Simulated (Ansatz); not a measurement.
# KC2: the cost of one run

Computed with Ansatz 0.2.0 (DFT PBE, scalar-relativistic, plane waves, PAW, unless a step's input says otherwise).

3 further runs of the same task are left out: 3 set aside as unsound or not needed.

**1. The system as given**

Symmetry: Cmcm, No. 63, orthorhombic system. The conventional cell has a = 5.253 Å, b = 7.019 Å, c = 6.672 Å, α = 90.00°, β = 90.00°, γ = 90.00°. K (site symmetry m2m) is surrounded by 4 C at 2.19 to 2.43 Å. C (site symmetry m) has 1 C at 1.31 Å as nearest neighbours.

As a file:

```xyz
6
Lattice="2.6264 -3.5093 0.0000 2.6264 3.5093 0.0000 0.0000 0.0000 6.6717" Properties=species:S:1:pos:R:3 pbc="T T T"
K     2.6264   -0.3331    1.6679
K     2.6264    0.3331    5.0038
C     1.9698    1.7547    1.6679
C     3.2830    1.7547    1.6679
C     3.2830   -1.7547    5.0038
C     1.9698   -1.7547    5.0038
```

This is candidate A: random cell with space group Cmcm (No. 63).

**2. Rough relaxation on the coarse mesh (candidate A)**

Contents of input.yaml:

```yaml
crystal:
  lattice:
    - [2.6263781728, -3.5093388953, 0.0]
    - [2.6263781728, 3.5093388953, 0.0]
    - [0.0, 0.0, 6.6717356306]
  atoms:
    - { symbol: K, position: [0.5474531206, 0.4525468794, 0.25] }
    - { symbol: K, position: [0.4525468794, 0.5474531206, 0.75] }
    - { symbol: C, position: [0.125, 0.625, 0.25] }
    - { symbol: C, position: [0.375, 0.875, 0.25] }
    - { symbol: C, position: [0.875, 0.375, 0.75] }
    - { symbol: C, position: [0.625, 0.125, 0.75] }
basis:
  ecutwfc: 420
kpoints:
  mp_grid: { grid: [4, 4, 4] }
hamiltonian:
  xc: pbe
scf:
  occupations: { method: gaussian, width: 0.1 }
  lower_state_search: "off"
output:
  forces: true
  stress: true
  eigenvalues: true
relax:
  adjacent_minimum: "off"
  f_tol: 0.04
  max_steps: 70
  cell: { stress_tol: 0.4 }
```

On the command line:

```bash
$ ansatz run input.yaml --threads 1 --pin off --max-ram 2560MiB --backend cpu --events-out ev --progress --plain --runs-dir out
```

**Question.** How long does this run take on 1 thread of Intel Xeon 6975P-C (Granite Rapids), shared host, and how much memory does it need?

About 50 s, with a peak of 0.42 GiB.
